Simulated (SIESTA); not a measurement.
# Ta4O: band structure with PBEsol

Crystal: Ta4O.

```
Ta O
1.0
     3.25750    0.00000    0.00000
     0.00000    3.25750    0.00000
     0.00000    0.00000    7.40934
Ta O
4 1
Direct
  0.00000 0.00000 0.00000
  0.50000 0.50000 0.21684
  0.50000 0.50000 0.78316
  0.00000 0.00000 0.50000
  0.50000 0.50000 0.50000
```

The cell comes from a database or a generator and needn't be the stable form of this composition.

```yaml
Program: SIESTA 5.4.2
Task: band structure
Functional: PBEsol
Potentials_or_basis: PseudoDojo 0.4 standard (PBEsol files)
Basis: DZ (energy shift 0.003 Ry; two zetas on semicore shells)
Grid_cutoff: 800 Ry
Energy_shift: 0.003 Ry
k_mesh: 8 × 8 × 4
Occupations: fermi-dirac, width 0.05 eV
Spin: no spin polarisation
```

```
Pressure               : -6.5 GPa
Largest force          : 0.499 eV/Å
Band gap on the k mesh : none (metal or under the smearing width)
```

Forces in eV/Å, atoms in the order of the input:
```
Ta   0.000  0.000  0.000
Ta   0.000  0.000 -0.499
Ta   0.000  0.000  0.499
Ta   0.000  0.000  0.000
O    0.000  0.000  0.000
```

Stress tensor (GPa, compression positive):
```
-7.32  0.00  0.00
 0.00 -7.32  0.00
 0.00  0.00 -4.96
```

Levels at the corners of the path, in eV from the Fermi level:
| point | band 27 | band 28 | band 29 | band 30 | band 31 | band 32 |
| --- | --- | --- | --- | --- | --- | --- |
| Γ | -0.51 | -0.51 | -0.31 | 0.43 | 1.04 | 1.04 |
| X | -0.64 | -0.28 | 0.18 | 0.80 | 0.94 | 1.76 |
| M | -1.53 | -0.56 | -0.56 | 1.47 | 2.45 | 3.00 |
| Γ | -0.51 | -0.51 | -0.31 | 0.43 | 1.04 | 1.04 |
| Z | -0.55 | -0.55 | 0.10 | 0.66 | 0.66 | 0.71 |
| R | -1.03 | -0.63 | -0.46 | 0.90 | 1.41 | 1.62 |
| A | -1.75 | 0.16 | 0.16 | 1.47 | 2.05 | 2.05 |
| Z | -0.55 | -0.55 | 0.10 | 0.66 | 0.66 | 0.71 |
| X | -0.64 | -0.28 | 0.18 | 0.80 | 0.94 | 1.76 |
| R | -1.03 | -0.63 | -0.46 | 0.90 | 1.41 | 1.62 |
| M | -1.53 | -0.56 | -0.56 | 1.47 | 2.45 | 3.00 |
| A | -1.75 | 0.16 | 0.16 | 1.47 | 2.05 | 2.05 |

It took 110 s on 1 thread of Arm Neoverse V1, with other jobs on the host, peak memory 0.44 GiB.

Caveat: the basis has no polarisation orbitals; short orbitals over semicore shells can move pressures by several GPa; spin-orbit coupling is left out, which moves the levels of the heavy elements; the basis of atomic orbitals isn't converged, which shifts pressures, moduli and gaps.
